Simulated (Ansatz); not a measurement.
# C2H7NOSi: a ladder of functionals and wavefunction methods

The task here is to estimate one member of a computed series from the others.

Computed with Ansatz 0.2.0, Gaussian basis. Level: functionals in def2-TZVPP, the program's frozen cores in correlated methods.

Plan: PBE-D4, r2SCAN-D4, PBE0-D4, B3LYP-D4, ωB97X-V, ωB97M-V, B2PLYP; CCSD(T)/def2-TZVPP; MP2/def2-QZVPP; extrapolation to the limit.

### The relaxed structure

All runs share one geometry, relaxed beforehand with PBE0-D4 in a triple-zeta def2 set.

SMILES `C/C(O)=N\[SiH3]`, 12 atoms, charge 0, spin multiplicity 1.

Atoms are counted from 1 here; the program's logs count them from 0.

Bond lengths: C1–C2 1.495 Å, C1–H6 1.092 Å, C1–H7 1.087 Å, C1–H8 1.092 Å, C2–O3 1.347 Å, C2–N4 1.259 Å, O3–H9 0.968 Å, N4–Si5 1.715 Å, Si5–H10 1.485 Å, Si5–H11 1.495 Å, Si5–H12 1.485 Å. Angles: C2–C1–H6 109.5°, C2–C1–H7 111.3°, C2–C1–H8 109.5°, H6–C1–H7 109.6°, H6–C1–H8 107.1°, H7–C1–H8 109.6°, C1–C2–O3 110.4°, C1–C2–N4 129.5°, O3–C2–N4 120.0°, C2–O3–H9 105.9°, C2–N4–Si5 132.4°, N4–Si5–H10 108.5°, N4–Si5–H11 114.7°, N4–Si5–H12 108.6°, H10–Si5–H11 108.0°, H10–Si5–H12 108.8°, H11–Si5–H12 108.0°.

As a file:

```
C    -1.5179   -0.3951    0.1471
C    -0.2394   -0.1268    0.8732
O    -0.4151   -0.2632    2.2013
N     0.8910    0.1871    0.4160
Si    1.4630    0.4413   -1.1806
H    -2.2869    0.2988    0.4933
H    -1.3904   -0.2921   -0.9277
H    -1.8660   -1.4036    0.3804
H     0.4451   -0.0762    2.6030
H     1.9894    1.8268   -1.2789
H     0.4335    0.2607   -2.2497
H     2.5707   -0.5128   -1.4433
```

The first run:

Input file in.yaml:

```yaml
crystal:
  periodic: [false, false, false]
  atoms:
    - {symbol: C, position_ang: [-1.517949, -0.395140, 0.147121]}
    - {symbol: C, position_ang: [-0.239368, -0.126841, 0.873169]}
    - {symbol: O, position_ang: [-0.415109, -0.263193, 2.201274]}
    - {symbol: N, position_ang: [0.891047, 0.187130, 0.415990]}
    - {symbol: Si, position_ang: [1.462964, 0.441300, -1.180579]}
    - {symbol: H, position_ang: [-2.286932, 0.298767, 0.493333]}
    - {symbol: H, position_ang: [-1.390409, -0.292088, -0.927744]}
    - {symbol: H, position_ang: [-1.865956, -1.403634, 0.380441]}
    - {symbol: H, position_ang: [0.445088, -0.076182, 2.602964]}
    - {symbol: H, position_ang: [1.989408, 1.826770, -1.278864]}
    - {symbol: H, position_ang: [0.433498, 0.260671, -2.249713]}
    - {symbol: H, position_ang: [2.570719, -0.512760, -1.443292]}
basis:
  gaussian: {orbitals: def2-TZVPP}
hamiltonian: {xc: pbe, dispersion: d4}
output: {forces: true, orbitals: {seedname: orbitals}}
```

Started as:

```
> ansatz run in.yaml --threads 4 --pin off --events-out ev --progress --plain --max-ram 10444MiB
```

Among the steps run: PBE-D4 (GGA); r2SCAN-D4 (meta-GGA); PBE0-D4 (hybrid); B3LYP-D4 (hybrid); ωB97X-V (range-separated); ωB97M-V (range-separated); B2PLYP (double hybrid); CCSD(T) in def2-TZVPP; MP2 in def2-QZVPP.

One table of the session follows, with a row left open; its other results are not shown here.

It belongs to the step «Atomisation energies». 

| method | atomisation energy (kcal/mol) |
| --- | --- |
| PBE-D4 | 1102.0 |
| r2SCAN-D4 | 1080.0 |
| PBE0-D4 | 1079.3 |
| B3LYP-D4 | 1081.6 |
| ωB97X-V | 1083.6 |
| ωB97M-V | 1083.0 |
| B2PLYP | 1068.6 |
| HF/def2-TZVPP | ? |
| MP2/def2-TZVPP | 1064.3 |
| CCSD/def2-TZVPP | 1031.3 |
| CCSD(T)/def2-TZVPP | 1048.2 |
| MP2/CBS | 1094.2 |
| CCSD(T)/CBS | 1078.1 |

Q: Estimate the row for HF/def2-TZVPP from the others.

**Answer.** atomisation energy (kcal/mol): 768.4. In the column «atomisation energy (kcal/mol)» it is the lowest.
